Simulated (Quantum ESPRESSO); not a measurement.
# Ta in Quantum ESPRESSO: work function with PBE

Aim: the work function of Ta with PBE.

Everything below comes from runs of Quantum ESPRESSO 7.5. Logs are shortened: lines on timing, memory, paths and dates and some standing lists are left out, and cuts for length are marked.

**1. The structure**

The cell holds a slab with vacuum, 5 atoms: a = 2.860 Å, b = 2.860 Å, c = 24.341 Å, α = 90.00°, β = 90.00°, γ = 109.47°.

**2. Work function, PBE**

Input file pw.in:

```
&CONTROL
  calculation = 'scf'
  prefix = 'pwscf'
  outdir = './tmp'
  pseudo_dir = './pseudo'
  tprnfor = .true.
  disk_io = 'low'
/
&SYSTEM
  ibrav = 0
  celldm(1) = 8
  nat = 5
  ntyp = 1
  ecutwfc = 58
  nbnd = 43
  occupations = 'smearing'
  smearing = 'fd'
  degauss = 0.00367493
/
&ELECTRONS
  conv_thr = 5d-09
  electron_maxstep = 150
  mixing_beta = 0.3
  mixing_mode = 'local-TF'
/
ATOMIC_SPECIES
Ta   180.9479 Ta.upf
CELL_PARAMETERS alat
  0.6756009136906   0.0000000000000  -0.0000000000000
 -0.2252003045635   0.6369626499286   0.0000000000000
  0.0000000000000   0.0000000000000   5.7497398280733
ATOMIC_POSITIONS crystal
Ta     0.5000000000    0.5000000000    0.3081214620
Ta     0.0000000000    0.0000000000    0.4040607310
Ta     0.5000000000    0.5000000000    0.5000000000
Ta     0.0000000000    0.0000000000    0.5959392690
Ta     0.5000000000    0.5000000000    0.6918785380
K_POINTS automatic
10 10 1 0 0 0
```

Input file pp_density.in:

```
&INPUTPP
  prefix = 'pwscf'
  outdir = './tmp'
  filplot = 'density.dat'
  plot_num = 0
/
&PLOT
  nfile = 1
  filepp(1) = 'density.dat'
  iflag = 3
  output_format = 6
  fileout = 'density.cube'
/
```

Input file pp_potential.in:

```
&INPUTPP
  prefix = 'pwscf'
  outdir = './tmp'
  filplot = 'potential.dat'
  plot_num = 11
/
&PLOT
  nfile = 1
  filepp(1) = 'potential.dat'
  iflag = 3
  output_format = 6
  fileout = 'potential.cube'
/
```

Input file pp_elf.in:

```
&INPUTPP
  prefix = 'pwscf'
  outdir = './tmp'
  filplot = 'elf.dat'
  plot_num = 8
/
&PLOT
  nfile = 1
  filepp(1) = 'elf.dat'
  iflag = 3
  output_format = 6
  fileout = 'elf.cube'
/
```

Potentials or basis: PseudoDojo 0.4.1 SR PBE standard.

Started as:

```sh
> OMP_NUM_THREADS=1 pw.x -in pw.in > pw.out
> OMP_NUM_THREADS=1 pp.x -in pp_density.in > pp_density.out
> OMP_NUM_THREADS=1 pp.x -in pp_potential.in > pp_potential.out
> OMP_NUM_THREADS=1 pp.x -in pp_elf.in > pp_elf.out
```

pw.out:

```text
This program is part of the open-source Quantum ESPRESSO suite
     for quantum simulation of materials; please cite
[... 9 lines left out ...]
     --------------------
     sticks:   dense  smooth     PW     G-vecs:    dense   smooth      PW
     Sum         507     507    165                75401    75401   13747

     Using Slab Decomposition

     bravais-lattice index     =            0
     lattice parameter (alat)  =       8.0000  a.u.
     unit-cell volume          =    1266.8417 (a.u.)^3
     number of atoms/cell      =            5
     number of atomic types    =            1
     number of electrons       =        65.00
     number of Kohn-Sham states=           43
     kinetic-energy cutoff     =      58.0000  Ry
     charge density cutoff     =     232.0000  Ry
     scf convergence threshold =      5.0E-09
     mixing beta               =       0.3000
     number of iterations used =            8  local-TF  mixing
     Exchange-correlation= PBE
                           (   1   4   3   4   0   0   0)

     celldm(1)=   8.000000  celldm(2)=   0.000000  celldm(3)=   0.000000
     celldm(4)=   0.000000  celldm(5)=   0.000000  celldm(6)=   0.000000

     crystal axes: (cart. coord. in units of alat)
               a(1) = (   0.675601   0.000000  -0.000000 )
               a(2) = (  -0.225200   0.636963   0.000000 )
               a(3) = (   0.000000   0.000000   5.749740 )

     reciprocal axes: (cart. coord. in units 2 pi/alat)
               b(1) = (  1.480164  0.523317 -0.000000 )
               b(2) = ( -0.000000  1.569951  0.000000 )
               b(3) = (  0.000000  0.000000  0.173921 )

     PseudoPot. # 1 for Ta read from file:
     Ta.upf
     Pseudo is Norm-conserving + core correction, Zval = 13.0
     Generated using ONCVPSP code by D. R. Hamann
     Using radial grid of 1450 points,  8 beta functions with:
                l(1) =   0
                l(2) =   0
                l(3) =   1
                l(4) =   1
                l(5) =   2
                l(6) =   2
                l(7) =   3
                l(8) =   3

     atomic species   valence    mass     pseudopotential
     Ta               13.00   180.94790     Ta( 1.00)

      4 Sym. Ops., with inversion, found

   Cartesian axes

     site n.     atom                  positions (alat units)
         1        Ta     tau(   1) = (   0.2252003   0.3184813   1.7716182  )
         2        Ta     tau(   2) = (   0.0000000   0.0000000   2.3232441  )
         3        Ta     tau(   3) = (   0.2252003   0.3184813   2.8748699  )
         4        Ta     tau(   4) = (   0.0000000   0.0000000   3.4264958  )
         5        Ta     tau(   5) = (   0.2252003   0.3184813   3.9781216  )

     number of k points=    52  Fermi-Dirac smearing, width (Ry)=  0.0037
                       cart. coord. in units 2pi/alat
        k(    1) = (   0.0000000   0.0000000   0.0000000), wk =   0.0200000
        k(    2) = (   0.0000000   0.1569951   0.0000000), wk =   0.0400000
        k(    3) = (   0.0000000   0.3139902   0.0000000), wk =   0.0400000
        k(    4) = (   0.0000000   0.4709852   0.0000000), wk =   0.0400000
        k(    5) = (   0.0000000   0.6279803   0.0000000), wk =   0.0400000
        k(    6) = (   0.0000000  -0.7849754   0.0000000), wk =   0.0200000
[... 44 lines left out ...]
        k(   51) = (  -0.7400819   0.3663218   0.0000000), wk =   0.0400000
        k(   52) = (  -0.7400819  -1.0466338   0.0000000), wk =   0.0200000

     Dense  grid:    75401 G-vectors     FFT dimensions: (  27,  27, 225)

     Initial potential from superposition of free atoms

     starting charge      64.9954, renormalised to      65.0000

     negative rho (up, down):  4.308E-05 0.000E+00
     Starting wfcs are   50 randomized atomic wfcs

     Self-consistent Calculation

     iteration #  1     ecut=    58.00 Ry     beta= 0.30
     Davidson diagonalization with overlap
     ethr =  1.00E-02,  avg # of iterations =  2.9

     total energy              =    -650.93741356 Ry
     estimated scf accuracy    <       5.48063966 Ry

     iteration #  2     ecut=    58.00 Ry     beta= 0.30
     Davidson diagonalization with overlap
     ethr =  8.43E-03,  avg # of iterations =  1.0

     total energy              =    -650.81027543 Ry
     estimated scf accuracy    <       2.16875589 Ry

     iteration #  3     ecut=    58.00 Ry     beta= 0.30
     Davidson diagonalization with overlap
     ethr =  3.34E-03,  avg # of iterations =  1.1

     total energy              =    -650.85888747 Ry
     estimated scf accuracy    <       0.21833194 Ry

     iteration #  4     ecut=    58.00 Ry     beta= 0.30
     Davidson diagonalization with overlap
     ethr =  3.36E-04,  avg # of iterations =  1.9

     total energy              =    -650.87413383 Ry
     estimated scf accuracy    <       1.03770893 Ry

     iteration #  5     ecut=    58.00 Ry     beta= 0.30
     Davidson diagonalization with overlap
     ethr =  3.36E-04,  avg # of iterations =  1.0

     total energy              =    -650.86616510 Ry
     estimated scf accuracy    <       0.38110893 Ry

     iteration #  6     ecut=    58.00 Ry     beta= 0.30
     Davidson diagonalization with overlap
     ethr =  3.36E-04,  avg # of iterations =  1.1

     total energy              =    -650.86604198 Ry
     estimated scf accuracy    <       0.05857454 Ry

     iteration #  7     ecut=    58.00 Ry     beta= 0.30
     Davidson diagonalization with overlap
     ethr =  9.01E-05,  avg # of iterations =  5.0
[... 65 lines left out ...]
     iteration # 15     ecut=    58.00 Ry     beta= 0.30
     Davidson diagonalization with overlap
     ethr =  1.19E-08,  avg # of iterations =  2.4

     negative rho (up, down):  3.415E-06 0.000E+00

     total energy              =    -650.86715711 Ry
     estimated scf accuracy    <       0.00000086 Ry

     iteration # 16     ecut=    58.00 Ry     beta= 0.30
     Davidson diagonalization with overlap
     ethr =  1.33E-09,  avg # of iterations =  3.8

     negative rho (up, down):  8.107E-06 0.000E+00

     total energy              =    -650.86715714 Ry
     estimated scf accuracy    <       0.00000014 Ry

     iteration # 17     ecut=    58.00 Ry     beta= 0.30
     Davidson diagonalization with overlap
     ethr =  2.09E-10,  avg # of iterations =  3.9

     negative rho (up, down):  6.950E-06 0.000E+00

     total energy              =    -650.86715716 Ry
     estimated scf accuracy    <       0.00000009 Ry

     iteration # 18     ecut=    58.00 Ry     beta= 0.30
     Davidson diagonalization with overlap
     ethr =  1.31E-10,  avg # of iterations =  1.3

     End of self-consistent calculation

          k = 0.0000 0.0000 0.0000 (  9551 PWs)   bands (ev):

   -61.0079 -61.0079 -60.6511 -60.6291 -60.5543 -27.8138 -27.7470 -27.4165
   -27.1194 -27.1162 -27.0440 -26.9000 -26.9000 -26.8639 -26.7479 -26.7050
   -26.6205 -26.6204 -26.6048 -26.5444  -1.0736  -0.2335   0.9173   1.7868
     2.1137   5.0645   5.3568   5.8859   6.1724   6.1799   6.4711   6.7854
     6.9463   7.0214   7.1567   7.5498   7.7368   8.4390   9.7924   9.8593
     9.8924  10.1648  10.1968

          k = 0.0000 0.1570 0.0000 (  9533 PWs)   bands (ev):

   -61.0023 -61.0023 -60.6441 -60.6238 -60.5504 -27.7877 -27.7332 -27.4259
   -27.1901 -27.1535 -27.0488 -26.9417 -26.9415 -26.8835 -26.8184 -26.6838
   -26.6817 -26.6561 -26.6346 -26.5760  -0.7512   0.0714   1.2185   2.1111
     2.4421   5.1194   5.3897   5.9009   6.0468   6.0897   6.4526   6.6306
     6.6750   6.9008   7.3023   7.3155   7.6360   8.6528   9.5887   9.6341
     9.8371  10.0551  10.1903

          k = 0.0000 0.3140 0.0000 (  9484 PWs)   bands (ev):

   -60.9876 -60.9876 -60.6256 -60.6099 -60.5407 -27.7209 -27.7016 -27.4780
   -27.3743 -27.2927 -27.1415 -27.0380 -26.9928 -26.9640 -26.9571 -26.8161
   -26.7394 -26.6947 -26.6543 -26.5943   0.1272   0.8613   1.9372   2.8720
     3.2578   5.1534   5.3186   5.7689   5.8362   5.9123   6.1187   6.2218
     6.4251   6.4655   6.5502   7.9812   8.0420   9.2506   9.6245   9.6430
     9.7243   9.9825  10.0462

          k = 0.0000 0.4710 0.0000 (  9471 PWs)   bands (ev):

   -60.9694 -60.9694 -60.6018 -60.5927 -60.5295 -27.6946 -27.6750 -27.6271
   -27.5998 -27.4306 -27.3341 -27.2208 -27.0905 -27.0191 -27.0060 -26.8830
   -26.8113 -26.7137 -26.6472 -26.6009   1.2991   1.7516   2.5012   3.2981
     3.8588   5.1965   5.2370   5.4647   5.6610   5.8008   5.9357   6.0939
     6.1458   6.2789   6.3000   8.8406   8.8675   9.6304   9.9545  10.1041
    10.1923  10.4312  10.4930

          k = 0.0000 0.6280 0.0000 (  9437 PWs)   bands (ev):

   -60.9546 -60.9546 -60.5815 -60.5787 -60.5214 -27.8264 -27.8161 -27.7270
   -27.6883 -27.5267 -27.4278 -27.3277 -27.1261 -27.0591 -27.0050 -26.9043
   -26.8880 -26.7134 -26.6440 -26.6046   2.2545   2.2698   2.6536   3.1660
     3.7115   5.0946   5.1355   5.2477   5.2532   5.3222   5.9319   6.4174
     6.6398   7.1656   7.3862   9.5126   9.5283   9.8915  10.1247  10.3151
    10.3452  10.4940  11.2456
[... 336 lines left out ...]
   -60.9175 -60.9175 -60.5534 -60.5391 -60.4713 -27.8181 -27.8159 -27.5907
   -27.5567 -27.5317 -27.5089 -27.4957 -27.4903 -27.3552 -27.2471 -27.2144
   -27.1126 -26.9550 -26.9381 -26.6789   2.3862   3.0852   3.1557   3.2396
     3.5785   3.6327   3.9469   4.8026   5.4629   5.9930   6.3806   7.4885
     7.7294   7.8762   8.6518   8.8878   9.5320   9.7485   9.8792  10.8326
    11.3700  11.4512  11.6189

          k = 0.5921-0.2617 0.0000 (  9428 PWs)   bands (ev):

   -60.9292 -60.9292 -60.5649 -60.5510 -60.4836 -27.7321 -27.7315 -27.5745
   -27.5734 -27.5050 -27.5026 -27.4172 -27.3727 -27.3078 -27.2193 -27.1361
   -27.0420 -26.9838 -26.8675 -26.6924   2.4167   3.0919   3.5834   3.6060
     3.6978   4.0543   4.4145   4.8244   5.4641   5.5101   6.4581   6.8706
     7.0958   7.6736   8.2134   8.6447   8.6627   8.9023   9.3388   9.8225
    10.3213  10.8808  11.2029

          k = 0.5921-0.1047 0.0000 (  9466 PWs)   bands (ev):

   -60.9424 -60.9424 -60.5762 -60.5649 -60.4999 -27.7343 -27.7327 -27.6239
   -27.6125 -27.4947 -27.4457 -27.3591 -27.2212 -27.2205 -27.1684 -26.9745
   -26.9281 -26.9205 -26.7725 -26.7169   2.4653   2.8709   3.3767   3.8667
     4.4025   4.8956   5.0068   5.0373   5.3821   5.4547   5.6794   5.9970
     6.2750   6.7739   6.8172   8.2457   8.3354   8.8867   9.0470   9.8377
    10.0391  10.9111  11.0224

          k = 0.5921 0.0523 0.0000 (  9446 PWs)   bands (ev):

   -60.9521 -60.9521 -60.5826 -60.5755 -60.5142 -27.7859 -27.7818 -27.6790
   -27.6685 -27.4768 -27.4681 -27.3432 -27.1347 -27.0907 -27.0687 -26.9287
   -26.8515 -26.7675 -26.6876 -26.6567   2.3057   2.4218   2.8561   3.4804
     4.2178   5.2051   5.3677   5.4090   5.4272   5.5328   5.6034   5.8899
     6.0410   6.3186   6.4722   8.9263   9.0005   9.4943   9.5956  10.1417
    10.1589  10.5920  11.0032

          k =-0.7401-0.2617 0.0000 (  9376 PWs)   bands (ev):

   -60.9489 -60.9489 -60.5734 -60.5734 -60.5187 -27.8971 -27.8858 -27.7789
   -27.7166 -27.6071 -27.4016 -27.3463 -27.1230 -27.0742 -26.9939 -26.9370
   -26.9101 -26.7116 -26.6429 -26.6061   2.3566   2.4105   2.9319   3.0738
     3.5162   5.0240   5.0417   5.1134   5.1141   5.1471   6.1598   6.5488
     7.0892   7.6416   8.1604   9.6149   9.7923  10.0883  10.1415  10.3155
    10.4365  10.4760  11.2566

          k =-0.7401-0.1047 0.0000 (  9415 PWs)   bands (ev):

   -60.9450 -60.9450 -60.5708 -60.5692 -60.5131 -27.8756 -27.8672 -27.7514
   -27.7015 -27.5835 -27.4154 -27.3536 -27.1514 -27.1240 -27.0458 -26.9413
   -26.9271 -26.7755 -26.6909 -26.6605   2.6227   2.6749   3.1774   3.3568
     3.8903   5.0166   5.0840   5.0970   5.4301   5.4381   5.9126   6.2590
     6.6218   7.0791   7.4191   8.8672   8.9938   9.5522  10.0448  10.3297
    10.3445  10.7040  11.2815

          k =-0.7401 0.0523 0.0000 (  9433 PWs)   bands (ev):

   -60.9348 -60.9348 -60.5635 -60.5582 -60.4987 -27.8254 -27.8228 -27.6809
   -27.6584 -27.5417 -27.4567 -27.3798 -27.2625 -27.2609 -27.1462 -27.0187
   -26.9485 -26.9353 -26.7644 -26.7499   3.2671   3.2898   3.5819   3.7913
     4.3635   4.8029   5.0551   5.2098   5.5253   5.5412   5.6818   6.2642
     6.3582   6.4298   6.7620   8.0182   8.4626   8.8331   9.4765  10.0634
    10.2682  11.0604  11.1774

          k =-0.7401 0.2093 0.0000 (  9429 PWs)   bands (ev):

   -60.9221 -60.9221 -60.5541 -60.5447 -60.4814 -27.8015 -27.8013 -27.6057
   -27.6033 -27.5576 -27.5246 -27.4523 -27.3950 -27.3603 -27.2414 -27.1521
   -27.0572 -27.0255 -26.8335 -26.7265   3.1972   3.5525   3.6734   3.7092
     3.9455   4.2579   4.6948   4.7760   5.0988   5.1607   6.1759   6.6802
     7.1981   7.2085   7.6636   8.7298   8.7355   9.3008   9.5329  10.0728
    10.2277  11.0215  11.2375

          k =-0.7401 0.3663 0.0000 (  9394 PWs)   bands (ev):

   -60.9119 -60.9119 -60.5461 -60.5337 -60.4676 -27.8652 -27.8624 -27.6392
   -27.5678 -27.5415 -27.5331 -27.5265 -27.5037 -27.3982 -27.2662 -27.2463
   -27.0957 -27.0373 -26.8874 -26.6913   2.6463   3.1284   3.1425   3.3219
     3.5832   3.7454   3.9038   4.8313   5.2421   5.8013   6.3795   7.1688
     7.9466   8.0613   8.4111   9.0573   9.7134   9.7974  10.0215  11.1314
    11.2244  11.7747  11.9494

          k =-0.7401-1.0466 0.0000 (  9414 PWs)   bands (ev):

   -60.9079 -60.9079 -60.5430 -60.5295 -60.4624 -27.9093 -27.9057 -27.6821
   -27.5873 -27.5339 -27.5291 -27.5283 -27.5057 -27.4367 -27.2858 -27.2015
   -27.1496 -26.9906 -26.9318 -26.6775   2.4282   2.9057   2.9570   3.0990
     3.3244   3.6008   3.6584   4.8302   5.2949   6.2292   6.3653   7.7671
     8.3313   8.3343   8.6280   8.9072   9.5913   9.7657   9.7730  11.6295
    11.9861  12.4202  13.3332

     the Fermi energy is     6.5330 ev

!    total energy              =    -650.86715714 Ry
     estimated scf accuracy    <          3.1E-10 Ry
     smearing contrib. (-TS)   =      -0.00435870 Ry
     internal energy E=F+TS    =    -650.86279844 Ry

     The total energy is F=E-TS. E is the sum of the following terms:
     one-electron contribution =   -4176.07106806 Ry
     hartree contribution      =    2090.65172743 Ry
     xc contribution           =    -147.76780558 Ry
     ewald contribution        =    1582.32434777 Ry

     convergence has been achieved in  18 iterations

     Forces acting on atoms (cartesian axes, Ry/au):

     atom    1 type  1   force =     0.00000000    0.00000000    0.01535788
     atom    2 type  1   force =     0.00000000    0.00000000   -0.01966851
     atom    3 type  1   force =     0.00000000    0.00000000    0.00000000
     atom    4 type  1   force =     0.00000000    0.00000000    0.01966851
     atom    5 type  1   force =     0.00000000    0.00000000   -0.01535788

     Total force =     0.035291     Total SCF correction =     0.000026

=------------------------------------------------------------------------------=
   JOB DONE.
=------------------------------------------------------------------------------=
```

It took 6.8 min on 1 thread of Intel Xeon 6975P-C (Granite Rapids), shared host; peak memory 0.46 GiB.

Results:

* Free energy: -8855.4988 eV
* Largest force: 0.506 eV/Å
* Band gap on the k mesh: none (metal or under the smearing width)
* Work function of the upper face: 4.81 eV
* Work function of the lower face: 4.81 eV

Forces on the atoms (eV/Å):
```
Ta   0.000  0.000  0.395
Ta   0.000  0.000 -0.506
Ta   0.000  0.000  0.000
Ta   0.000  0.000  0.506
Ta   0.000  0.000 -0.395
```

Levels at points of the mesh, in eV from the Fermi level:
| k point | band 29 | band 30 | band 31 | band 32 | band 33 | band 34 | band 35 | band 36 |
| --- | --- | --- | --- | --- | --- | --- | --- | --- |
| (0.00, 0.00, 0.00) | -0.36 | -0.35 | -0.06 | 0.25 | 0.41 | 0.49 | 0.62 | 1.02 |
| (0.00, -0.50, 0.00) | -1.42 | -1.39 | -0.37 | 0.02 | 0.56 | 1.11 | 1.63 | 3.08 |
| (-0.50, 0.00, 0.00) | -1.42 | -1.39 | -0.37 | 0.02 | 0.56 | 1.11 | 1.63 | 3.08 |
| (-0.50, -0.50, 0.00) | -1.24 | -0.30 | -0.17 | 1.23 | 1.80 | 1.80 | 2.09 | 2.37 |
